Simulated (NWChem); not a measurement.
# SiH2ClO (SMILES O[SiH]Cl) at UB3LYP/6-311++G(3df,3pd)

What is the electronic atomisation energy of SiH2ClO at UB3LYP/6-311++G(3df,3pd)? 

The results are computed with NWChem 7.3.0.

## Step 1: The structure to begin with

SiH2ClO: 5 atoms, total charge 0, spin state doublet. As SMILES, `O[SiH]Cl`. Geometry: relaxed at PBE0-D4/def2-TZVP. This is one conformer, not always the lowest.

Bond lengths: O1–Si2 1.639 Å, Si2–Cl3 2.065 Å, O1–H4 0.959 Å, Si2–H5 1.488 Å. Angles: O1–Si2–Cl3 111.1°, O1–Si2–H5 105.3°, Cl3–Si2–H5 108.3°, Si2–O1–H4 118.3°.

## Step 2: A single-point energy at UB3LYP/6-311++G(3df,3pd) (run 1)

m1.nw

```
start m1
memory 2200 mb
charge 0

geometry units angstroms noautosym nocenter noautoz
 O       -0.806100      -0.432000      -0.746500
 Si      -0.092300       0.479800       0.414000
 Cl       1.606600      -0.440800       1.143600
 H       -1.024100      -1.343200      -0.540000
 H        0.316000       1.736300      -0.271100
end

basis spherical bse
 * library "6-311++G(3df,3pd)"
end

dft
 xc b3lyp
 mult 2
 grid fine
 convergence energy 1e-08
 iterations 100
 mulliken
 print low
end

task dft
```

The run is started by

```console
$ nwchem m1.nw > m1.out
```

What it wrote:

```text
[...]
 d= 0,ls=0.0,diis     1   -826.1834840410 -9.67D+02  3.08D-03  3.78D-01     7.0
[...]
 d= 0,ls=0.0,diis    11   -826.2606345771 -9.64D-09  1.77D-07  9.05D-10    65.7
[...]
         Total DFT energy =     -826.260634577090
      One electron energy =    -1422.321192888035
           Coulomb energy =      513.645190392154
    Exchange-Corr. energy =      -58.594027217592
 Nuclear repulsion energy =      141.009395136382
[...]
      Total Density - Mulliken Population Analysis
     ---------------------------------------------
    Atom       Charge   Shell Charges
 -----------   ------   -------------------------------------------------------
    1 O    8     8.77   1.08  0.91  0.99  0.99  2.06  0.93  1.64  0.05  0.09  0.00  0.01  0.02  0.00
    2 Si  14    13.29   0.79  1.18  0.95  1.03  0.84  0.50  1.97  3.89  0.61  0.96  0.06  0.03  0.07  0.01  0.20  0.13  0.07
    3 Cl  17    17.39   0.78  1.19  0.89  1.09  1.00  1.07  7.43 -1.52  1.09  2.93  1.42  0.08 -0.11  0.00  0.01  0.03  0.00
    4 H    1     0.48   0.27  0.23 -0.06  0.00  0.00  0.04 -0.01  0.01
    5 H    1     1.07   0.25  0.57  0.23 -0.01  0.00  0.01  0.02  0.00
[...]
      <S2> =      0.7520 (Exact =     0.7500)
[...]
```

It took 67 s on 1 thread of AMD EPYC 7R13 (Zen 3), shared host; peak memory 0.12 GiB.

## Step 3: The Cl atom, same level (run 2)

geom.nw

```
start geom
title "Cl"
memory 2200 mb
charge 0

geometry units angstroms noautosym nocenter noautoz
  Cl       0.000000       0.000000       0.000000
end

basis spherical bse
  * library "6-311++G(3df,3pd)"
end

dft
  xc b3lyp
  mult 2
  grid fine
  convergence energy 1e-08
  iterations 100
  mulliken
  noprint "final vectors analysis"
end

task dft
```

Run the same way, it converges to -460.16841 Eh (log not shown).

## Step 4: The H atom (run 3)

h.xyz

```xyz
1

H      0.000000     0.000000     0.000000
```

h.nw

```
start h
memory stack 880 mb heap 220 mb global 1100 mb
charge 0
geometry units angstrom noautosym nocenter noautoz
 load format xyz h.xyz
end
basis spherical bse
 * library "6-311++G(3df,3pd)"
end
dft
 xc b3lyp
 mult 2
 grid fine
 convergence energy 1e-08
 maxiter 100
 mulliken
 print low
end
task dft energy
```

Run the same way, it converges to -0.50226 Eh (log not shown).

Run 4 isn't shown in full; the table further down has it.

## Step 5: The Si atom, same level (run 5)

geom.nw

```
start geom
memory stack 880 mb heap 220 mb global 1100 mb
charge 0
geometry noautosym nocenter noautoz
  Si       0.000000       0.000000       0.000000
end
basis spherical bse
  Si library "6-311++G(3df,3pd)"
end
dft
  xc b3lyp
  mult 3
  grid fine
  convergence energy 1e-08
  iterations 100
  mulliken
  noprint "final vectors analysis"
end
task dft
```

Run the same way, it converges to -289.39449 Eh (log not shown).

## Step 6: Overview of the runs

```tsv
run	partner	energy (Eh)	⟨S²⟩	wall time
1	base	-826.260635	0.752	67 s
2	atoms	-460.168406	0.753	2.4 s
3	atoms	-0.502257	0.750	1.1 s
4	atoms	-75.090912	2.004	1.5 s
5	atoms	-289.394491	2.004	2.3 s
```

## Step 7: Results

At UB3LYP/6-311++G(3df,3pd):

| quantity | value |
| --- | --- |
| Si atom: total energy | -289.39449 Eh |
| Si atom: ⟨S²⟩ | 2.004 |
| electronic atomisation energy | 16.390 eV |

What this shows: Taking the molecule apart into free atoms costs 16.39 eV (1581 kJ/mol), before zero-point energy and without spin-orbit coupling. All runs together took 74 s, the longest 67 s.
